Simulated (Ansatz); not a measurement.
# B4AsN3: the band gap up the ladder of functionals

One table from this session's results is given with a row withheld; the runs are named, their logs left out.

Code: Ansatz 0.2.0. PAW datasets, plane waves. The cell comes from a prototype generator: it can be a known phase or a hypothetical one. Spin polarisation is off.

## The system as given

The cell was relaxed beforehand with r2SCAN.

It is cubic, P-43m (No. 215); a = 3.954 Å in the conventional setting, 7.72 Å³ an atom. Near N stand 4 B at 1.67 Å; near B stand 3 N at 1.67 Å and 1 As at 1.87 Å; near As stand 4 B at 1.87 Å.

Coordinates:

Space group P-43m (No. 215). a = 3.954 Å, b = 3.954 Å, c = 3.954 Å, α = 90.00°, β = 90.00°, γ = 90.00°
```json
{"atom": "N", "site": "3d", "symmetry": "-42.m", "x": "0.5000", "y": "0.0000", "z": "0.0000"}
{"atom": "B", "site": "4e", "symmetry": ".3m", "x": "0.2270", "y": "0.7730", "z": "0.7730"}
{"atom": "As", "site": "1b", "symmetry": "-43m", "x": "0.5000", "y": "0.5000", "z": "0.5000"}
```

The first run:

Contents of input.yaml:

```yaml
crystal:
  lattice:
    - [3.9535267229, 0.0, 0.0]
    - [0.0, 3.9535267229, 0.0]
    - [0.0, 0.0, 3.9535267229]
  atoms:
    - { symbol: "N", position: [0.5, 0.0, 0.0] }
    - { symbol: B, position: [0.2269582761, 0.7730417239, 0.7730417239] }
    - { symbol: "N", position: [0.0, 0.5, 0.0] }
    - { symbol: B, position: [0.7730417239, 0.2269582761, 0.7730417239] }
    - { symbol: "N", position: [0.0, 0.0, 0.5] }
    - { symbol: B, position: [0.7730417239, 0.7730417239, 0.2269582761] }
    - { symbol: As, position: [0.5, 0.5, 0.5] }
    - { symbol: B, position: [0.2269582761, 0.2269582761, 0.2269582761] }
kpoints:
  mp_grid: { grid: [6, 6, 6] }
  band_path:
    path:
      - [[0.0, 0.0, 0.0], [-3.301816071412e-51, 0.5, 6.860586834097e-34], [0.5, 0.5, 5.257076893583e-34], [0.0, 0.0, 0.0], [0.5, 0.5, 0.5], [-3.301816071412e-51, 0.5, 6.860586834097e-34]]
      - [[0.5, 0.5, 0.5], [0.5, 0.5, 5.257076893583e-34]]
    npoints: 10
hamiltonian:
  xc: pbe
scf:
  occupations: { method: fermi_dirac, width: 0.02 }
  n_extra_bands: 6
output:
  forces: true
  stress: true
  eigenvalues: true
```

Command:

```console
$ ansatz run input.yaml --threads 4 --pin off --max-ram 6451MiB --backend cpu --events-out ev --progress --plain --runs-dir out
```

Steps of the session up to this table: PBE bands along the symmetry lines; Single point with r2SCAN; Single point with HSE06; PBE+SOC at the same geometry; PBE0.

One table of the session follows, with a row left open; its other results are not shown here.

```
  level  gap (eV)
    PBE      0.74
 r2SCAN      1.04
  HSE06      1.77
PBE+SOC         ?
   PBE0      2.50
```

Estimate the missing values for PBE+SOC.

The run gave: gap (eV): 0.69. In the column «gap (eV)» it is the lowest.

Meshes: PBE 6×6×6, r2SCAN 6×6×6, HSE06 4×4×4, PBE+SOC 6×6×6, PBE0 4×4×4

What this shows: The gap runs from 0.69 eV (PBE+SOC) to 2.50 eV (PBE0). Against HSE06, PBE is short by 1.03 eV, at 42 % of it, and r2SCAN 59 %. PBE0 lies 0.73 eV above HSE06, which differs from it by screening the long-range exchange.

Caveats from the session: Warnings in the runs' records: stress exchange threshold loose, stress scf threshold loose.
